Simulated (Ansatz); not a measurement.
What does this script print? It uses the Ansatz DFT code, driven from Python.

Script `ch3fssi.py`:
```python
"""Energy of CH3FSSi as one group turns about a bond."""

import ansatz as az
from ase import Atoms

SETTINGS = {
    "basis": "6-31G*",
    "functional": "pbe0",
    "dispersion": "d3bj",
    "force_tol": 0.02,
}

atoms = Atoms(["C", "S", "Si", "F", "H", "H", "H"], positions=[
    (-0.4621, 0.695, -0.0519),
    (0.9664, 0.4695, 0.936),
    (1.4799, -1.5552, 0.4657),
    (0.5117, -2.1087, -0.5735),
    (-1.3013, 0.0357, 0.2049),
    (-0.8733, 1.7746, 0.0967),
    (-0.2601, 0.6211, -1.1236),
])

# start the scan from a relaxed geometry
first = (
    az.Crystal.molecule_from_ase(atoms).calculation()
    .basis(gaussian=SETTINGS["basis"])
    .functional(SETTINGS["functional"], dispersion=SETTINGS["dispersion"])
    .accuracy("medium")
    .relax(force_tolerance=SETTINGS["force_tol"], max_steps=80)
)
atoms.positions = first.run().report["positions_ang"]

start = atoms.get_dihedral(4, 0, 1, 2)
energies = {}
for turn in range(0, 360, 40):
    turned = atoms.copy()
    turned.set_dihedral(4, 0, 1, 2, start + turn, indices=[1, 2, 3])
    job = (
        az.Crystal.molecule_from_ase(turned).calculation()
        .basis(gaussian=SETTINGS["basis"])
        .functional(SETTINGS["functional"], dispersion=SETTINGS["dispersion"])
        .accuracy("medium")
    )
    energies[round((start + turn) % 360)] = job.run().report["free_energy_ev"]
floor = min(energies.values())
print("dihedral H4-C0-S1-Si2 (deg)   E - E(min) (eV)")
for angle, e in sorted(energies.items()):
    print(f"{angle:8d} {(e - floor):14.3f}  " + "#" * int(30 * (e - floor) / max(max(energies.values()) - floor, 1e-9)))
```

`python ch3fssi.py` gives:
```text
dihedral H4-C0-S1-Si2 (deg)   E - E(min) (eV)
      20          0.000
      60          0.006  ########
     100          0.000
     140          0.006  ########
     180          0.021  #############################
     220          0.014  ###################
     260          0.013  ###################
     300          0.021  ##############################
     340          0.006  ########
```

The settings weren't tested for convergence. The scan is rigid and the energies are electronic, in a modest basis. With rigid groups the curve can differ much from the relaxed path, the start wasn't checked as a minimum of this torsion, and equivalent turns needn't return to the same energy. Hardware and time: 72 s on 1 thread of Arm Neoverse N1, with other jobs on the host, peak memory 0.24 GiB.
